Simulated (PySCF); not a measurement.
**Solver options tried on BBr⁺**

Do solver options change the result for BBr⁺, or only the number of cycles?

Method: each script names its method and basis; program: PySCF 2.14.0.

### 1 The system as given

BBr⁺: 2 atoms, charge 1, spin multiplicity 2.

Bond lengths: B1–Br2 2.030 Å.

### 2 The run that the others are compared with

Contents of input.py:

```python
from pyscf import gto, scf, mp

mol = gto.M(
    atom='B 0 0 0; Br 0 0 2.03',
    basis='6-31g*',
    charge=1,
    spin=1,
    symmetry=True,
    verbose=4,
)
mf = scf.UHF(mol)
mf = mf.density_fit(auxbasis='def2-universal-jkfit')
mf.kernel()
mp.MP2(mf, frozen=10).kernel()
mf.dip_moment()
print('orbital energies (hartree):', [e[max(0, n-3):n+3].round(4) for e, n in zip(mf.mo_energy, mol.nelec)])
```

The run is started by

```bash
$ OMP_NUM_THREADS=1 python input.py
```

The log of this run is left out.

Base result: E(SCF) = -2596.375411 Eh, 13 cycles, E(MP2) − E(SCF) = -0.28679 Eh, ⟨S²⟩ = 0.773.

The bond length is a typed value, not an optimised one. The dipole of an ion depends on the origin.

### 3 Second-order solver on

Edit 1 changes second-order solver: off → on.

Contents of input.py:

```python
from pyscf import gto, scf, mp

mol = gto.M(
    atom='B 0 0 0; Br 0 0 2.03',
    basis='6-31g*',
    charge=1,
    spin=1,
    symmetry=True,
    verbose=4,
)
mf = scf.UHF(mol)
mf = mf.density_fit(auxbasis='def2-universal-jkfit')
mf = mf.newton()
mf.kernel()
mp.MP2(mf, frozen=10).kernel()
mf.dip_moment()
print('orbital energies (hartree):', [e[max(0, n-3):n+3].round(4) for e, n in zip(mf.mo_energy, mol.nelec)])
```

The run is started by

```bash
$ OMP_NUM_THREADS=1 python input.py
```

### 4 DIIS space 4

Edit 2 changes DIIS space: default → 4.

Edit input.py of step 2 so:

```diff
@@ -12,2 +12,3 @@
 mf = mf.density_fit(auxbasis='def2-universal-jkfit')
+mf.diis_space = 4
 mf.kernel()
```

### 5 Point-group symmetry off

Edit 3 changes point-group symmetry: on → off.

Edit input.py of step 2 so:

```diff
@@ -7,3 +7,2 @@
     spin=1,
-    symmetry=True,
     verbose=4,
```

Before running it: what results should come out? Wanted: for each run, E(SCF); from base; gap, α spin; after the SCF.

**Answer**, as computed:

| run | E(SCF) (hartree) | from base (eV) | cycles | gap, α spin (eV) | after the SCF |
| --- | --- | --- | --- | --- | --- |
| base | -2596.375411 | 0 | 13 | 12.30 | MP2 correlation -7.804 eV, core frozen |
| second-order solver on | -2596.375411 | 0.0000 | 4 macro | 12.30 | MP2 correlation -7.804 eV, core frozen |
| DIIS space 4 | -2596.375411 | 0.0000 | 16 | 12.30 | MP2 correlation -7.804 eV, core frozen |
| point-group symmetry off | -2596.375411 | 0.0000 | 13 | 12.30 | MP2 correlation -7.804 eV, core frozen |

Distance from each run's final energy (log10 hartree) by cycle:

| run | cycle 1 | cycle 2 | cycle 3 | cycle 5 | cycle 8 | cycle 12 |
| --- | --- | --- | --- | --- | --- | --- |
| base | -1.0 | -1.5 | -2.2 | -3.3 | -5.1 | -9.2 |
| second-order solver on | -2.4 | -6.3 | < -11 | done | done | done |
| DIIS space 4 | -1.0 | -1.5 | -2.2 | -3.3 | -4.7 | -7.4 |
| point-group symmetry off | -1.0 | -1.5 | -2.2 | -3.3 | -5.1 | -9.2 |

With second-order solver on or DIIS space 4 or point-group symmetry off the SCF ends at the base energy. The base needs 13 cycles and the run with DIIS space 4 needs 16.
